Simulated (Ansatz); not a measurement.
C2H6GeS, SMILES C[CH]1[S][GeH2]1, a single point in a Gaussian basis

With the Python package of Ansatz (0.2.0).

`c2h6ges.xyz`
```text
10

C    -0.65730    0.24630   -1.09160
C    -0.39150   -0.55820    0.12090
S     0.97580   -1.62890   -0.13090
Ge    1.01990    0.22000    1.24920
H    -1.24300   -0.33650   -1.86670
H    -1.35780    1.15460   -0.80710
H     0.24410    0.69690   -1.56910
H    -1.20540   -1.00660    0.64360
H     0.91380   -0.20560    2.78310
H     1.78470    1.36700    0.67160
```

Run as a notebook:

**Cell 1**
```python
import ansatz as az
import numpy as np
```

**Cell 2**
```python
molecule = az.Crystal.molecule_from_extxyz('c2h6ges.xyz')
```

**Cell 3**
```python
model = (
    molecule.calculation()
    .basis(gaussian='6-31G*')  # the orbital basis, by name
    .functional('PBE0')
    .forces()
)
outcome = model.run()
rep = outcome.report

rep['n_occupied'], rep['n_virtual']
```
Output:
```text
([33, 33], [63, 63])
```

**Cell 4**
```python
rep['mean_field']['state']['spin_squared']
```
Output:
```text
-2.6290081223123707e-13
```

**Cell 5**
```python
for key in ('converged', 'free_energy_ev', 'reference_energy_ev', 'n_frozen', 'n_occupied', 'n_virtual'):
    print(f'{key:22s} {rep[key]}')
```
Output:
```text
converged              True
free_energy_ev         -69502.90005043858
reference_energy_ev    -69502.90005043858
n_frozen               0
n_occupied             [33, 33]
n_virtual              [63, 63]
```

**Cell 6**
```python
field = rep['mean_field']
print('<S^2> =', round(abs(field['state']['spin_squared']), 4), ' all-electron relativity setting:', field['relativity'])
print('passes:', field['passes'])
if 'symmetry' in field:
    print('occupied orbitals by irrep:', field['symmetry']['occupied'])
```
Output:
```text
<S^2> = 0.0  all-electron relativity setting: none
passes: {'evaluations': 16, 'products': 12}
occupied orbitals by irrep: [{'A': 33}, {'A': 33}]
```

**Cell 7**
```python
symbols = [site.symbol for site in molecule.cartesian_sites]
print('forces (eV/A)')
for symbol, f in zip(symbols, rep['forces_ev_ang']):
    print(f'  {symbol:2s} {f[0]:9.4f} {f[1]:9.4f} {f[2]:9.4f}')
```
Output:
```text
forces (eV/A)
  C    -2.8426    2.3460   -0.9699
  C     0.5419    1.3669    0.0594
  S     1.8783   -0.7539    0.7822
  Ge   -0.9583   -2.1241    0.4907
  H     0.7657    0.4765    0.5835
  H     1.1620   -1.5470   -0.6279
  H    -0.4679   -0.5520    0.3800
  H    -0.8659   -0.1449    0.2631
  H     0.3834    0.4632   -0.9278
  H     0.4035    0.4691   -0.0334
```

**Cell 8**
```python
charges = rep['charge_distribution']
print('dipole moment', round(4.803205 * float(np.linalg.norm(charges['dipole_moment_e_ang'])), 3), 'D')
print('Mulliken:', [(s, round(q, 3)) for s, q in zip(symbols, charges['mulliken_charges_e'])])
```
Output:
```text
dipole moment 2.765 D
Mulliken: [('C', -0.492), ('C', -0.346), ('S', -0.089), ('Ge', 0.011), ('H', 0.181), ('H', 0.151), ('H', 0.196), ('H', 0.228), ('H', 0.061), ('H', 0.099)]
```

Reading the output:
- Total energies depend on the basis set; only differences at equal settings carry meaning.
- The geometry is a force-field or estimated start, not a minimum of this method, and the basis set is short of its limit.
- Hardware and time: 5.6 s on 1 thread of Arm Neoverse V2, with other jobs on the host, peak memory 0.27 GiB.
